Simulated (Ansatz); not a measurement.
Below is the output of a Python script on the Python package of Ansatz (0.2.0) that makes a single point in a Gaussian basis of BrSn. Write a script that gives it. Level of theory: PBE, def2-SVP basis, multiplicity 2.

```xyz
2

Sn    0.0000    0.0000    0.0000
Br    0.0000    0.0000    2.4650
```

Running `python energy_brsn.py` prints:
```text
reference energy    -75859.471116 eV
total energy        -75859.471116 eV
occupied orbitals outside the frozen core (up, down): [29, 28]  frozen: 0  virtual: [29, 30]
<S^2> = 0.7522  all-electron relativity setting: none
passes: {'evaluations': 21, 'products': 24}
occupied orbitals by irrep: [{'A1': 14, 'A2': 2, 'B1': 6, 'B2': 7}, {'A1': 14, 'A2': 2, 'B1': 6, 'B2': 6}]
largest force 1.1258 eV/A, rms 0.65
dipole (D): 0.000 -0.000 -1.831, length 1.831
atom  Mulliken   Lowdin
Sn       0.239   -0.022
Br      -0.239    0.022
HOMO -3.815 eV, LUMO -3.741 eV, gap 0.074 eV
```

One script that gives this output:

`energy_brsn.py`:
```python
'''Single point of BrSn.'''

from pathlib import Path

import ansatz as az
import numpy as np

BASIS_SET = 'def2-SVP'
XC = 'PBE'

GEOMETRY = '''
Sn    0.00000    0.00000    0.00000
Br    0.00000    0.00000    2.46500
'''


def main() -> None:
    molecule = az.Crystal.molecule()
    for line in GEOMETRY.strip().splitlines():
        symbol, *xyz = line.split()
        molecule = molecule.atom(symbol, [float(v) for v in xyz])

    setup = (
        molecule.calculation()
        .basis(gaussian=BASIS_SET)
        .functional(XC)
        .spin('collinear', total=1)
        .accuracy('medium')
        .forces()
        .orbitals()
    )
    done = setup.run(threads=1, backend='cpu', runs_dir='out')
    rep = done.report

    print('reference energy %16.6f eV' % rep['reference_energy_ev'])
    print('total energy     %16.6f eV' % rep['free_energy_ev'])
    print('occupied orbitals outside the frozen core (up, down):', rep['n_occupied'], ' frozen:', rep['n_frozen'], ' virtual:', rep['n_virtual'])

    field = rep['mean_field']
    print('<S^2> =', round(abs(field['state']['spin_squared']), 4), ' all-electron relativity setting:', field['relativity'])
    print('passes:', field['passes'])
    if 'symmetry' in field:
        print('occupied orbitals by irrep:', field['symmetry']['occupied'])

    symbols = [site.symbol for site in molecule.cartesian_sites]
    forces = np.array(rep['forces_ev_ang'])
    print('largest force', round(float(np.linalg.norm(forces, axis=1).max()), 4), 'eV/A, rms', round(float(np.sqrt((forces ** 2).mean())), 4))

    charges = rep['charge_distribution']
    dipole = np.array(charges['dipole_moment_e_ang']) * 4.803205
    print('dipole (D): {:.3f} {:.3f} {:.3f}, length {:.3f}'.format(*dipole, np.linalg.norm(dipole)))
    print('atom  Mulliken   Lowdin')
    for symbol, m, l in zip(symbols, charges['mulliken_charges_e'], charges['lowdin_charges_e']):
        print(f'{symbol:4s} {m:9.3f} {l:8.3f}')

    lines = Path(rep['orbitals_path']).read_text().splitlines()
    field_of = lambda key: [line.split('=')[1].strip() for line in lines if line.startswith(key)]
    orbitals = [(27.211386 * float(e), s, float(n)) for e, s, n in zip(field_of('Ene='), field_of('Spin='), field_of('Occup='))]
    homo = max(e for e, _, n in orbitals if n > 0.5)
    lumo = min(e for e, _, n in orbitals if n < 0.5)
    print(f'HOMO {homo:.3f} eV, LUMO {lumo:.3f} eV, gap {lumo - homo:.3f} eV')


if __name__ == '__main__':
    main()
```

The settings weren't tested for convergence. The geometry is a force-field or estimated start, not a minimum of this method, and the basis set is short of its limit. def2 sets replace the cores of elements past krypton by effective core potentials. The species is open-shell (spin multiplicity 2). The Löwdin charges here are taken after orthogonalising the functions within each atom; they differ from plain Löwdin charges, and their signs can be unphysical. Levels such as HOMO and LUMO are orbital energies: with these approximate functionals they aren't the ionisation energy and electron affinity, and their gap isn't the fundamental gap. The spin state was assumed, and another may lie lower. Wall time of the script: 1.9 s on 1 thread of Intel(R) Xeon(R) 6975P-C (Granite Rapids), with other jobs on the host, peak memory 0.18 GiB.

(A comment or docstring line of the script was reworded after the run, the code is as it ran; lines on the test bed's own set-up are left out of the output.)
